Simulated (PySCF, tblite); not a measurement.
# C8H17P: geometry, infrared bands and NMR shifts

What infrared bands and NMR shifts should C8H17P (`C[C@@H]1[C@H](C)CCP[C@@H]1C`) show?

The runs use tblite 0.8.0 and PySCF 2.14.0, with density-fitted response routines of our own; the level of theory stands in each step. All values are computed, except where a source is named. Atoms are numbered from 0 throughout.

## Step 1: The starting structure

26 atoms, charge 0, multiplicity 1; geometry from: force field or distance geometry start.

Bonds of the start (Å): C0–C1 1.54, C1–C2 1.54, C2–C3 1.53, C2–C4 1.54, C4–C5 1.52, C5–P6 1.84, P6–C7 1.87, C7–C8 1.53, C7–C1 1.56, C0–H9 1.10, C0–H10 1.10, C0–H11 1.08, C1–H12 1.12, C2–H13 1.10, C3–H14 1.08, C3–H15 1.10, C3–H16 1.11, C4–H17 1.11, C4–H18 1.10, C5–H19 1.10, C5–H20 1.09, P6–H21 1.41, C7–H22 1.11, C8–H23 1.09, C8–H24 1.10, C8–H25 1.09.

## Step 2: Optimising the geometry with GFN2-xTB

Job settings and geometry (Å):

```
{"job": {"kind": "relax", "xc": "GFN2-xTB", "basis": "xTB"}, "charge": 0, "multiplicity": 1}
C      0.762800    -1.466200    -0.769500
C      0.350300    -0.599600     0.433500
C     -1.152800    -0.260700     0.484600
C     -2.049100    -1.499200     0.432700
C     -1.588800     0.718600    -0.621800
C     -0.909800     2.078000    -0.524800
P      0.926400     1.982200    -0.653500
C      1.232700     0.671000     0.638300
C      2.728600     0.355100     0.722000
H      0.199100    -2.410300    -0.772100
H      0.560700    -0.964700    -1.722800
H      1.810400    -1.735300    -0.733300
H      0.541100    -1.234700     1.333800
H     -1.354700     0.229200     1.444400
H     -2.032200    -1.981900    -0.538400
H     -3.092700    -1.241100     0.666700
H     -1.730300    -2.232500     1.197300
H     -1.406000     0.273700    -1.616900
H     -2.672000     0.886300    -0.559800
H     -1.167400     2.559200     0.432600
H     -1.277300     2.735700    -1.318200
H      1.022600     1.185000    -1.812000
H      0.948400     1.125900     1.606700
H      2.908600    -0.434700     1.458500
H      3.288300     1.249700     1.038200
H      3.132100     0.033800    -0.232700
```

Run with:

```console
$ OMP_NUM_THREADS=1 python probes_run.py task.json out
```

This one command runs all jobs of the session in turn.

**Question.** This job is followed by: GFN2-xTB harmonic vibrations, gas phase; GIAO PBE0/pcSseg-1 NMR shielding, non-relativistic, gas phase. Predict these results of the whole session: strongest single infrared mode (GFN2-xTB); zero-point energy (GFN2-xTB); 13C shifts against TMS (PBE0/pcSseg-1); 1H shifts against TMS (PBE0/pcSseg-1, means over atoms taken as alike); 31P shifts against H3PO4 (PBE0/pcSseg-1).

The runs gave:

```
                                                              quantity                                                                 value
                             strongest single infrared mode (GFN2-xTB)                                                 2250 cm⁻¹, 188 km/mol
                                          zero-point energy (GFN2-xTB)                                                        145.5 kcal/mol
                                13C shifts against TMS (PBE0/pcSseg-1)                     43.9, 41.6, 37.0, 31.9, 24.4, 23.9, 22.0, 6.0 ppm
1H shifts against TMS (PBE0/pcSseg-1, means over atoms taken as alike)  3.21, 1.75, 1.71, 1.68, 1.57, 1.37, 1.34, 1.24, 1.15, 0.98, 0.87 ppm
                              31P shifts against H3PO4 (PBE0/pcSseg-1)                                                            -122.8 ppm
```

What this shows: The optimisation took 69 steps and gained 0.099 eV; among the close pairs (by a distance rule), C1–C7 changed most, from 1.560 to 1.540 Å. All 72 modes are real, so the xTB geometry is a minimum. The strongest single mode, at 2250 cm⁻¹, moves mainly H21. GFN2-xTB is a fitted tight-binding method: band positions and strengths are rough. Its intensities can rank the bands wrongly. At PBE0/pcSseg-1: Shielding is most anisotropic at P6 (span 108 ppm, paramagnetic term -525 ppm).
